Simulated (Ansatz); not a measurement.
**CH₅GeN: small, medium and large basis sets**

An exercise on one series of results from a longer session: the logs are not shown, and one member is left open.

Computed with Ansatz 0.2.0, Gaussian basis. Level: one geometry, several basis sets.

The runs, in order: PBE0-D4/def2-SVP; ωB97M-V/def2-SVP; PBE0-D4/def2-QZVPP; ωB97M-V/def2-QZVPP; the functionals' def2-TZVPP values are taken from earlier runs.

**Structure used throughout**

All runs share one geometry, relaxed beforehand with PBE0-D4 in a triple-zeta def2 set.

SMILES `[CH3][Ge][NH2]`, 8 atoms, charge 0, spin multiplicity 1.

Atoms are counted from 1 here; the program's logs count them from 0.

Bond lengths: C1–Ge2 2.001 Å, C1–H4 1.094 Å, C1–H5 1.091 Å, C1–H6 1.095 Å, Ge2–N3 1.819 Å, N3–H7 1.007 Å, N3–H8 1.009 Å. Angles: Ge2–C1–H4 110.8°, Ge2–C1–H5 111.6°, Ge2–C1–H6 109.4°, H4–C1–H5 108.7°, H4–C1–H6 108.0°, H5–C1–H6 108.2°, C1–Ge2–N3 95.4°, Ge2–N3–H7 122.0°, Ge2–N3–H8 125.6°, H7–N3–H8 112.4°.

Set-up of the first run:

Contents of in.yaml:

```yaml
crystal:
  periodic: [false, false, false]
  atoms:
    - {symbol: C, position_ang: [-0.661940, 0.861261, -0.597065]}
    - {symbol: Ge, position_ang: [1.191717, 0.622041, 0.118912]}
    - {symbol: N, position_ang: [0.922452, -1.068831, 0.733725]}
    - {symbol: H, position_ang: [-0.935736, 0.030513, -1.254252]}
    - {symbol: H, position_ang: [-0.759870, 1.794686, -1.153359]}
    - {symbol: H, position_ang: [-1.373346, 0.882748, 0.235157]}
    - {symbol: H, position_ang: [1.646563, -1.587998, 1.203184]}
    - {symbol: H, position_ang: [0.062460, -1.591520, 0.657898]}
basis:
  gaussian: {orbitals: def2-SVP}
hamiltonian: {xc: pbe0, dispersion: d4}
output: {orbitals: {seedname: orbitals}}
```

Run with:

```bash
$ ansatz run in.yaml --threads 2 --pin off --events-out ev --progress --plain --max-ram 20480MiB --backend cpu
```

Steps of the session up to this table: PBE0-D4 in def2-SVP; ωB97M-V in def2-SVP; PBE0-D4 in def2-QZVPP; ωB97M-V in def2-QZVPP.

One of the session's tables, all rows but one given; the rest of the session is left out.

```
functional       basis  HOMO (eV)
   PBE0-D4    def2-SVP      -6.14
   PBE0-D4  def2-TZVPP      -6.23
   PBE0-D4  def2-QZVPP      -6.29
   ωB97M-V    def2-SVP      -8.27
   ωB97M-V  def2-TZVPP          ?
   ωB97M-V  def2-QZVPP      -8.43
```

**Question.** Estimate the row for ωB97M-V, def2-TZVPP.

**Answer.** HOMO (eV): -8.36. In the column «HOMO (eV)» it lies between ωB97M-V, def2-QZVPP (-8.43) and ωB97M-V, def2-SVP (-8.27).
